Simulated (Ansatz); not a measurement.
# PbO2 (Plattnerite): properties at the relaxed cell

An exercise on one series of results from a longer session: the logs are not shown, and one member is left open.

Program: Ansatz 0.2.0. Level of theory: DFT PBE, scalar-relativistic, plane waves, PAW. These are calculated values, not measurements.

## Starting point

It takes space group P4_2/mnm (No. 136, tetragonal). Conventional cell: a = 5.082 Å, b = 5.082 Å, c = 3.443 Å, α = 90.00°, β = 90.00°, γ = 90.00°. Around Pb (site symmetry mmm) lie 6 O at 2.21 Å. O (site symmetry m2m) has 3 Pb at 2.21 Å as nearest neighbours.

Coordinates:

```
CELL_PARAMETERS angstrom
5.08202 0.00000 0.00000
0.00000 5.08202 0.00000
0.00000 0.00000 3.44281
ATOMIC_POSITIONS crystal
Pb 0.00000 0.00000 0.00000
Pb 0.50000 0.50000 0.50000
O 0.30798 0.30798 0.00000
O 0.19202 0.80798 0.50000
O 0.69202 0.69202 0.00000
O 0.80798 0.19202 0.50000
```

This cell was relaxed beforehand with the same method: volume 14.82 Å³/atom, gap on the mesh none (metal).

The first run:

input.yaml reads:

```yaml
crystal:
  lattice:
    - [5.0306783194, 0.0, 0.0]
    - [0.0, 5.0306783194, 0.0]
    - [0.0, 0.0, 3.408028462]
  atoms:
    - { symbol: Pb, position: [0.0, 0.0, 0.0] }
    - { symbol: Pb, position: [0.5, 0.5, 0.5] }
    - { symbol: O, position: [0.3079753838, 0.3079753838, 0.0] }
    - { symbol: O, position: [0.1920246162, 0.8079753838, 0.5] }
    - { symbol: O, position: [0.6920246162, 0.6920246162, 0.0] }
    - { symbol: O, position: [0.8079753838, 0.1920246162, 0.5] }
basis:
  ecutwfc: 420
kpoints:
  mp_grid: { grid: [8, 8, 10] }
hamiltonian:
  xc: pbe
scf:
  occupations: { method: gaussian, width: 0.1 }
output:
  forces: true
  stress: true
  eigenvalues: true
relax:
  adjacent_minimum: "off"
  f_tol: 0.01
  max_steps: 30
  cell: { stress_tol: 0.1, fix: [volume] }
```

On the command line:

```console
$ ansatz run input.yaml --threads 2 --pin off --max-ram 5120MiB --backend cpu --events-out ev --progress --plain --runs-dir out
```

Among the steps run: Point at V/V0 = 0.97; The cell scaled to 1.03 of its volume; Point at V/V0 = 0.94; Volume × 1.06; The cell scaled to 0.91 of its volume; Point at V/V0 = 1.10; Volume × 0.88.

One table of the session follows, with a row left open; its other results are not shown here.

It belongs to the step «Energy against volume». 

| volume (Å³/atom) | energy above the lowest point (meV/atom) | pressure (GPa) |
| --- | --- | --- |
| 13.041 | 94.4 | 19.56 |
| 13.486 | 49.3 | 13.19 |
| 13.930 | 20.3 | 7.90 |
| 14.375 | 4.7 | 3.54 |
| 14.819 | 0.0 | 0.00 |
| 15.264 | ? | ? |
| 15.709 | 15.4 | -5.13 |
| 16.301 | 38.7 | -7.33 |

Estimate the missing values for volume (Å³/atom) = 15.264.

Worked estimate for «energy above the lowest point (meV/atom)». A straight line through the neighbours (14.819, 0.0) and (15.709, 15.4) gives 0.0 + (15.4 − 0.0) × (15.264 − 14.819) / (15.709 − 14.819) = 7.7; a parabola fitted to 4 rows on both sides gives 4.3.

The run gave: energy above the lowest point (meV/atom): 4.1; pressure (GPa): -2.91. In «energy above the lowest point (meV/atom)» the line misses by +3.6 and the parabola by +0.2.
